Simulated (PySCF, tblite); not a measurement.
# C4H7BFN: geometry, infrared bands and NMR shifts

Aim: predict the infrared bands and NMR shifts of C4H7BFN (`C#[N+][BH2-]/C=C(\C)F`).

Programs: tblite 0.8.0 and PySCF 2.14.0, with density-fitted response routines of our own. Each step states its level of theory. These are calculated values for one molecule in the gas phase, unless marked as measured. Atoms are numbered from 0 throughout.

## 1. The molecule as given

14 atoms, charge 0, multiplicity 1; geometry from: force field or distance geometry start.

Bonds of the start (Å): C0–N1 1.18, N1–B2 1.46, B2–C3 1.59, C3–C4 1.34, C4–C5 1.49, C4–F6 1.38, C0–H7 1.07, B2–H8 1.18, B2–H9 1.20, C3–H10 1.09, C5–H11 1.10, C5–H12 1.11, C5–H13 1.12.

## 2. Optimising the geometry with GFN2-xTB

Job settings and geometry (Å):

```
{"job": {"kind": "relax", "xc": "GFN2-xTB", "basis": "xTB"}, "charge": 0, "multiplicity": 1}
C      1.588100    -1.708900    -0.532000
N      1.416200    -0.563200    -0.304200
B      1.255700     0.858700     0.001100
C     -0.205300     1.313400    -0.434700
C     -1.291500     0.595400    -0.118200
C     -1.221700    -0.681200     0.638300
F     -2.520800     1.055200    -0.535700
H      1.747400    -2.745200    -0.738100
H      1.498700     1.127700     1.120200
H      1.973400     1.542400    -0.680900
H     -0.384700     2.226900    -0.995200
H     -0.395900    -0.730300     1.359200
H     -1.281100    -1.574600    -0.023300
H     -2.179300    -0.716600     1.221400
```

Run with:

```
$ OMP_NUM_THREADS=1 python probes_run.py task.json out
```

This one command runs all jobs of the session in turn.

**Question.** This job is followed by: GFN2-xTB harmonic vibrations, gas phase; GIAO PBE0/pcSseg-1 NMR shielding, non-relativistic, gas phase. What will the session give for the following? strongest single infrared mode (GFN2-xTB); zero-point energy (GFN2-xTB); 13C shifts against TMS (PBE0/pcSseg-1); 1H shifts against TMS (PBE0/pcSseg-1, means over atoms taken as alike); 15N shifts against NH3 (PBE0/pcSseg-1); 11B shifts against BF3·OEt2 (PBE0/pcSseg-1); 19F shifts against CFCl3 (PBE0/pcSseg-1).

**Answer**, as computed:

```
                                                              quantity                          value
                             strongest single infrared mode (GFN2-xTB)          2233 cm⁻¹, 265 km/mol
                                          zero-point energy (GFN2-xTB)                  63.3 kcal/mol
                                13C shifts against TMS (PBE0/pcSseg-1)  170.8, 112.4, 108.4, 18.5 ppm
1H shifts against TMS (PBE0/pcSseg-1, means over atoms taken as alike)     5.62, 4.04, 2.43, 2.01 ppm
                                15N shifts against NH3 (PBE0/pcSseg-1)                      242.7 ppm
                           11B shifts against BF3·OEt2 (PBE0/pcSseg-1)                      -38.8 ppm
                              19F shifts against CFCl3 (PBE0/pcSseg-1)                      -71.7 ppm
```

The optimisation took 79 steps and gained 0.405 eV; among the close pairs (by a distance rule), C0–N1 changed most, from 1.181 to 1.148 Å. No mode is imaginary among the 36: a minimum at this level. The strongest single mode, at 2233 cm⁻¹, moves mainly N1 and C0. GFN2-xTB is a fitted tight-binding method: band positions and strengths are rough. Its intensities can rank the bands wrongly. The most deshielded hydrogen is H10 (hydrogen on an alkene CH), at 5.62 ppm: a vinylic proton, deshielded by the sp2 carbon and the C=C anisotropy. At PBE0/pcSseg-1: The largest span, 517 ppm, is at N1, where the paramagnetic term is -302 ppm.
